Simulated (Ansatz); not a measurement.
**HfO2: strong compression**

An exercise on one series of results from a longer session: the logs are not shown, and one member is left open.

Method: DFT PBEsol, with the methods named in each step, in Ansatz 0.2.0.

**Starting point**

Symmetry: Fm-3m, No. 225, cubic system. Conventional cell: a = 4.932 Å, b = 4.932 Å, c = 4.932 Å, α = 90.00°, β = 90.00°, γ = 90.00°. Around Hf (site symmetry m-3m) lie 8 O at 2.14 Å. O (site symmetry -43m) is surrounded by 4 Hf at 2.14 Å.

Coordinates:

```
Hf O
1.0
     0.00000    2.46621    2.46621
     2.46621    0.00000    2.46621
     2.46621    2.46621    0.00000
Hf O
1 2
Direct
  0.00000 0.00000 0.00000
  0.25000 0.25000 0.25000
  0.75000 0.75000 0.75000
```

Whether this phase is the stable one at these pressures isn't tested.

Atoms are numbered in the order of the input: Hf1, O2, O3.

The first run:

File input.yaml:

```yaml
crystal:
  lattice:
    - [0.0, 2.4662120743, 2.4662120743]
    - [2.4662120743, 0.0, 2.4662120743]
    - [2.4662120743, 2.4662120743, 0.0]
  atoms:
    - { symbol: Hf, position: [0.0, 0.0, 0.0] }
    - { symbol: O, position: [0.25, 0.25, 0.25] }
    - { symbol: O, position: [0.75, 0.75, 0.75] }
kpoints:
  mp_grid: { grid: [11, 11, 11] }
scf:
  occupations: { method: fermi_dirac, width: 0.1 }
hamiltonian:
  xc: pbesol
  pseudopotentials: { kind: paw }
output:
  forces: true
  stress: true
relax:
  f_tol: 0.005
  max_steps: 40
  cell: {}
```

On the command line:

```bash
> ansatz run input.yaml --threads 1 --pin off --max-ram 3072MiB --backend cpu --events-out ev --progress --plain --runs-dir out
```

Among the steps run: Cell relaxed at zero pressure, PAW; More of the same log: cell relaxed at zero pressure; Volume scaled by 1, PAW; Volume scaled by 0.94, PAW; Volume scaled by 0.88, PAW; Volume scaled by 0.8, PAW; Volume scaled by 0.72, PAW; Volume scaled by 0.72, PAW (source ansatz); Volume scaled by 0.62, PAW; Volume scaled by 0.62, PAW (partial_waves polarizable).

One of the session's tables, all rows but one given; the rest of the session is left out.

 The rows PAW, 0.62 and PAW (partial_waves polarizable), 0.62 agree to the last digit and may rest on the same set-up.

```
                         method  volume over the first  volume (Å³/atom)  pressure (GPa)  gap on the k mesh (eV)
                            PAW                      1            10.691            0.04                    3.77
                            PAW                   0.94            10.050           18.69                    3.91
                            PAW                   0.88             9.408           44.29                    4.06
                            PAW                    0.8                 ?               ?                       ?
                            PAW                   0.72             7.698          172.68                    4.21
                            PAW                   0.62             6.629          341.84                    4.13
PAW (partial_waves polarizable)                   0.62             6.629          341.84                    4.13
            PAW (source ansatz)                   0.72             7.698          173.23                    4.20
```

Q: Estimate the row for PAW, 0.8 from the others.

The run gave: volume (Å³/atom): 8.553; pressure (GPa): 94.30; gap on the k mesh (eV): 4.16. In the column «volume (Å³/atom)» it lies between PAW (source ansatz), 0.72 (7.698) and PAW, 0.88 (9.408).

Limits of these values: At pressures up to 342 GPa the PAW spheres may overlap and frozen cores may not hold, so those PAW values are rough without an all-electron check.
